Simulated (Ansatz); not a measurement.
# SiGePH (singlet): the correlation ladder, cc-pVDZ

The task here is to estimate one member of a computed series from the others.

Method: cc-pVDZ, core rule «outside noble gas», up to 24 orbitals frozen; program: Ansatz 0.2.0, Gaussian basis.

The runs, in order: UHF; CCSD(T) on RHF; BCCD(T) on RHF; CISD; CCSDT(Q) on RHF; CCSDT(Q) on UHF; CASSCF and MRCISD+Q, 8 electrons in 8 orbitals; CASSCF and NEVPT2, 8 electrons in 8 orbitals.

39 further runs of the same task are left out: 27 that didn't finish, 12 set aside as unsound or not needed.

## What is computed

The geometry is a PBE0/def2-TZVP stationary point (not a proven minimum) of the parent state, kept for this charge and spin. No spin-orbit coupling is included. The filled d shell of Ge may be among the frozen orbitals whatever the setting's name suggests; the logs give the count.

4 atoms, charge 0, spin multiplicity 1.

Atoms are counted from 1 here; the program's logs count them from 0.

Bond lengths: Ge1–Si2 2.295 Å, Si2–P3 2.078 Å, P3–H4 1.435 Å. Angles: Ge1–Si2–P3 176.1°, Si2–P3–H4 83.2°.

Set-up of the first run:

in.yaml

```yaml
crystal:
  periodic: [false, false, false]
  atoms:
    - {symbol: Ge, position_ang: [-0.000001, -0.318403, 2.736058]}
    - {symbol: Si, position_ang: [0.000005, -0.293052, 0.441608]}
    - {symbol: P, position_ang: [-0.000002, -0.410479, -1.633446]}
    - {symbol: H, position_ang: [-0.000003, 1.021934, -1.544221]}
basis:
  gaussian: {orbitals: cc-pVDZ}
magnetization: {spin_polarized: true, initial_magnetization: 0}
hamiltonian: {xc: hf}
output: {orbitals: {seedname: orbitals}}
```

Started as:

```sh
$ ansatz run in.yaml --threads 1 --pin off --events-out ev --progress --plain --max-ram 2393MiB
```

Steps of the session up to this table: UHF; CCSD(T) on RHF; BCCD(T) on RHF; CISD; CCSDT(Q) on RHF; CCSDT(Q) on UHF; CASSCF and MRCISD+Q, 8 electrons in 8 orbitals; CASSCF and NEVPT2, 8 electrons in 8 orbitals.

One table of the session follows, with a row left open; its other results are not shown here.

| method | from RCCSDT(Q) (meV) |
| --- | --- |
| RHF | ? |
| RMP2 | +1748.0 |
| CISD | +1865.4 |
| RCCSD | +633.9 |
| RCCSD(T) | +114.5 |
| BCCD(T) | +112.3 |
| RCCSDT | +65.8 |
| RCCSDT(Q) | 0 |
| CASSCF frontier | +6947.8 |
| NEVPT2 frontier | +1537.4 |
| MRCISD frontier | +983.2 |
| MRCISD+Q frontier | +144.9 |

Q: Estimate the row for RHF from the others.

The run gave: from RCCSDT(Q) (meV): +9277.4. In the column «from RCCSDT(Q) (meV)» it is the highest.

Not comparable, so not listed: CCSDT(Q) on UHF (they don't share determinant, frozen orbitals or solution with the rows shown, or repeat one).
